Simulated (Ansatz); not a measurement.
Born–Oppenheimer molecular dynamics of a periodic cell of 14 atoms, Ta2O5 (start crystal Ta2O5, start structure P2/m, volume 1.15 times the crystal's). It starts from an unrelaxed structure (largest force component 0.29 eV/Å).

Theory: DFT PBEsol, scalar-relativistic, plane waves, PAW (Ansatz 0.2.0). Settings: accuracy low, PAW set soft_1, cutoff 250 eV, k mesh 2x2x2, fermi-dirac smearing 0.36 eV, no spin polarisation.

```
ensemble        : NVT, Langevin thermostat
time step       : 0.75 fs
steps asked     : 200
set temperature : 4200 K
friction        : 0.005 /fs
seed            : 445770
```

First frame:

```xyz
14
Lattice="-4.0246 -4.0469 0.0000 4.0246 -4.0469 0.0000 -1.9057 0.0000 6.8403" Properties=species:S:1:pos:R:3
Ta 1.106 -4.047 5.413
Ta 1.013 -4.047 1.427
O -2.881 -6.070 5.461
O 0.976 -2.023 1.379
O -0.895 -4.047 5.955
O 3.014 -4.047 0.885
O 1.060 -4.047 3.420
Ta -2.918 -4.047 5.413
Ta -3.012 -4.047 1.427
O -2.881 -2.023 5.461
O 0.976 -6.070 1.379
O -4.920 -4.047 5.955
O -1.010 -4.047 0.885
O -2.965 -4.047 3.420
```

**Question.** What does the run give?

**Answer.** All steps were run.

```
steps done                                               : 200
time covered                                             : 150 fs
mean temperature over the second half                    : 2859 K
spread of the potential energy over the second half      : 46.3 meV per atom
mean potential energy of the second half above the start : 406.2 meV per atom
```

The mean temperature of the second half is 32 % below the set value. A run of 0.15 ps of so small a system gives no equilibrium averages. The plane-wave cutoff is below what these datasets need, so energies and pressures aren't converged. Limits of this set-up: coarse k mesh, PAW files made for another functional, low accuracy level.

**Question.** What happens to the structure?

**Answer.** Mean squared displacements from the first frame to the last, about the centre of mass: Ta 0.12 Å², O 0.37 Å². The details hang on the random start.

**Question.** How do temperature and energy run in time?

**Answer.** 
| time (fs) | T (K) | potential energy less start (eV) |
| --- | --- | --- |
| 0.0 | 3900 | 0.000 |
| 4.5 | 3951 | 0.403 |
| 9.0 | 3296 | 1.382 |
| 13.5 | 2957 | 2.377 |
| 18.0 | 2504 | 3.294 |
| 22.5 | 2077 | 4.168 |
| 27.0 | 2126 | 4.612 |
| 31.5 | 2338 | 4.353 |
| 36.0 | 2867 | 4.073 |
| 40.5 | 2455 | 4.480 |
| 45.0 | 2090 | 5.586 |
| 49.5 | 1876 | 5.833 |
| 54.0 | 2939 | 4.740 |
| 58.5 | 2898 | 3.966 |
| 63.0 | 2774 | 4.066 |
| 67.5 | 2855 | 4.041 |
| 72.0 | 3029 | 4.072 |
| 76.5 | 2996 | 4.362 |
| 81.0 | 2820 | 4.876 |
| 85.5 | 2866 | 5.228 |
| 90.0 | 2711 | 5.457 |
| 94.5 | 2280 | 6.075 |
| 99.0 | 2381 | 6.688 |
| 103.5 | 2596 | 6.774 |
| 108.0 | 2695 | 6.251 |
| 112.5 | 3109 | 5.569 |
| 117.0 | 3338 | 5.423 |
| 121.5 | 2822 | 6.135 |
| 126.0 | 2990 | 5.896 |
| 130.5 | 3583 | 4.876 |
| 135.0 | 2931 | 5.043 |
| 139.5 | 2840 | 5.948 |
| 144.0 | 2710 | 6.309 |
| 148.5 | 3185 | 5.631 |

Run time: 9.5 min on 1 thread of Arm Neoverse V2, with other jobs on the host, peak memory 0.45 GiB.
